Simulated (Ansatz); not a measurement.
# GeHO (doublet): wave-function methods side by side, cc-pVTZ

The task here is to estimate one member of a computed series from the others.

The runs use Ansatz 0.2.0, Gaussian basis; cc-pVTZ, core rule «outside noble gas», up to 15 orbitals frozen.

To be run: UHF; CCSD(T) on ROHF; CCSD(T) on UHF; BCCD(T) on ROHF; CCSDT(Q) on ROHF; CCSDT(Q) on UHF.

10 further runs of the same task are left out: 6 for a known fault of the program, 4 set aside as unsound or not needed.

## The system

The geometry is a PBE0/def2-TZVP stationary point (not a proven minimum). No spin-orbit coupling is included. The filled d shell of Ge may be among the frozen orbitals whatever the setting's name suggests; the logs give the count.

3 atoms, charge 0, spin multiplicity 2.

Atoms are counted from 1 here; the program's logs count them from 0.

Bond lengths: Ge1–O2 1.786 Å, O2–H3 0.962 Å. Angles: Ge1–O2–H3 114.8°.

Coordinates:

```xyz
3
GeHO
Ge    0.0000    0.0134    0.3432
O     0.0000   -0.1072   -1.4387
H     0.0000    0.7369   -1.8995
```

Set-up of the first run:

The input, in.yaml:

```yaml
crystal:
  periodic: [false, false, false]
  atoms:
    - {symbol: Ge, position_ang: [0.000000, 0.013397, 0.343250]}
    - {symbol: O, position_ang: [0.000000, -0.107250, -1.438746]}
    - {symbol: H, position_ang: [0.000000, 0.736912, -1.899543]}
basis:
  gaussian: {orbitals: cc-pVTZ}
magnetization: {spin_polarized: true, initial_magnetization: 1}
hamiltonian: {xc: hf}
output: {orbitals: {seedname: orbitals}}
```

The run is started by

```console
ansatz run in.yaml --threads 1 --pin off --events-out ev --progress --plain --max-ram 4096MiB --backend cpu
```

Steps of the session up to this table: UHF; CCSD(T) on ROHF; CCSD(T) on UHF; BCCD(T) on ROHF; CCSDT(Q) on ROHF; CCSDT(Q) on UHF.

One of the session's tables, all rows but one given; the rest of the session is left out.

```
   method  from UCCSDT(Q) (meV)
     ROHF                     ?
      UHF               +9402.9
     RMP2                +695.4
     UMP2                +711.1
    RCCSD                +393.9
    UCCSD                +387.2
 RCCSD(T)                 +37.2
 UCCSD(T)                 +34.3
  BCCD(T)                 +34.4
   RCCSDT                 +25.7
   UCCSDT                 +22.1
RCCSDT(Q)                  +7.6
UCCSDT(Q)                     0
```

Estimate the missing values for ROHF.

As computed: from UCCSDT(Q) (meV): +9519.7. In the column «from UCCSDT(Q) (meV)» it is the highest.

With the free atoms at the same levels and basis (separate runs), the atomisation energy is 8.703 eV at UCCSDT(Q), 8.703 eV at RCCSD(T), 8.693 eV at UCCSD(T), 5.712 eV at ROHF.

Caveats from the session: Restricted and unrestricted rows rest on different reference determinants; where their highest levels disagree by more than a few hundredths of an eV, they describe different states and don't form one ladder.
